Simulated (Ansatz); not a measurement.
**C₂H₆GeSi: a ladder of functionals and wavefunction methods**

How much do the methods differ for C₂H₆GeSi? The plan is to run it at one geometry with functionals of several rungs and with coupled cluster, and see how far each lands from CCSD(T) at the basis-set limit for the atomisation energy.

The runs use Ansatz 0.2.0, Gaussian basis; functionals in def2-TZVPP, the program's frozen cores in correlated methods.

Plan: PBE-D4, r2SCAN-D4, PBE0-D4, B3LYP-D4, ωB97X-V, ωB97M-V, B2PLYP; CCSD(T)/def2-TZVPP; MP2/def2-QZVPP; extrapolation to the limit.

**1. The geometry**

All runs share one geometry, relaxed beforehand with PBE0-D4 in a triple-zeta def2 set.

10 atoms, charge 0, spin multiplicity 1.

Atoms are counted from 1 here; the program's logs count them from 0.

Bond lengths: C1–C2 1.345 Å, C1–Si4 1.877 Å, C1–H5 1.089 Å, C2–Ge3 1.968 Å, C2–H6 1.089 Å, Ge3–Si4 2.380 Å, Ge3–H7 1.540 Å, Ge3–H8 1.540 Å, Si4–H9 1.489 Å, Si4–H10 1.489 Å. Angles: C2–C1–Si4 105.9°, C2–C1–H5 123.0°, Si4–C1–H5 131.1°, C1–C2–Ge3 105.3°, C1–C2–H6 123.8°, Ge3–C2–H6 131.0°, C2–Ge3–Si4 72.5°, C2–Ge3–H7 114.8°, C2–Ge3–H8 114.8°, Si4–Ge3–H7 121.0°, Si4–Ge3–H8 120.9°, H7–Ge3–H8 108.5°, C1–Si4–Ge3 76.3°, C1–Si4–H9 115.5°, C1–Si4–H10 115.4°, Ge3–Si4–H9 119.6°, Ge3–Si4–H10 119.6°, H9–Si4–H10 107.7°.

**2. PBE-D4 (GGA)**

Input file in.yaml:

```yaml
crystal:
  periodic: [false, false, false]
  atoms:
    - {symbol: C, position_ang: [-0.848440, 0.854486, -0.471194]}
    - {symbol: C, position_ang: [-1.172930, -0.440662, -0.306367]}
    - {symbol: Ge, position_ang: [0.445849, -1.291368, 0.421505]}
    - {symbol: Si, position_ang: [0.933511, 1.015158, 0.095784]}
    - {symbol: H, position_ang: [-1.544598, 1.594587, -0.863067]}
    - {symbol: H, position_ang: [-2.150289, -0.855237, -0.548894]}
    - {symbol: H, position_ang: [1.072836, -2.368735, -0.482442]}
    - {symbol: H, position_ang: [0.288241, -1.874515, 1.837865]}
    - {symbol: H, position_ang: [1.152903, 1.895398, 1.277063]}
    - {symbol: H, position_ang: [1.905916, 1.419788, -0.957354]}
basis:
  gaussian: {orbitals: def2-TZVPP}
hamiltonian: {xc: pbe, dispersion: d4}
output: {forces: true, orbitals: {seedname: orbitals}}
```

Command:

```bash
> ansatz run in.yaml --threads 4 --pin off --events-out ev --progress --plain --max-ram 10444MiB
```

After this run come: r2SCAN-D4 (meta-GGA); PBE0-D4 (hybrid); B3LYP-D4 (hybrid); ωB97X-V (range-separated); ωB97M-V (range-separated); B2PLYP (double hybrid); CCSD(T) in def2-TZVPP; MP2 in def2-QZVPP.

Q: Predict the results of all the runs planned. Wanted: atomisation energy, CCSD(T)/CBS; farthest; mean size of error, hybrid; mean size of error, range-separated; gap, smallest and largest; T1 diagnostic; triples share of the correlation energy.

As calculated:

```
                               quantity                                                   value
        atomisation energy, CCSD(T)/CBS                                           3447.6 kJ/mol
 functionals within 34.5 kJ/mol (1.0 %)  PBE-D4, r2SCAN-D4, PBE0-D4, B3LYP-D4, ωB97X-V, ωB97M-V
                               farthest                                   B2PLYP (-53.9 kJ/mol)
             mean size of error, hybrid                                             12.9 kJ/mol
    mean size of error, range-separated                                             11.9 kJ/mol
              gap, smallest and largest                    4.89 eV (PBE-D4), 11.46 eV (ωB97X-V)
                          T1 diagnostic                                                  0.0124
triples share of the correlation energy                                                   4.3 %
```

**Reading.** PBE-D4 misses by +30.5 kJ/mol. Double hybrids carry the basis error of their MP2 part in triple zeta, and no dispersion term here, so their miss is partly the set-up's. Misses under about 34.5 kJ/mol are within the doubt on the reference itself, which lacks core-valence correlation, relativity and higher excitations, and its outer-core shells are covered unevenly. Hartree-Fock recovers 74 % of the binding; the rest is correlation. Orbital gaps span 4.9 to 11.5 eV; exact exchange widens them. Correlated methods include outer-core shells of Ge, which these sets cover unevenly.
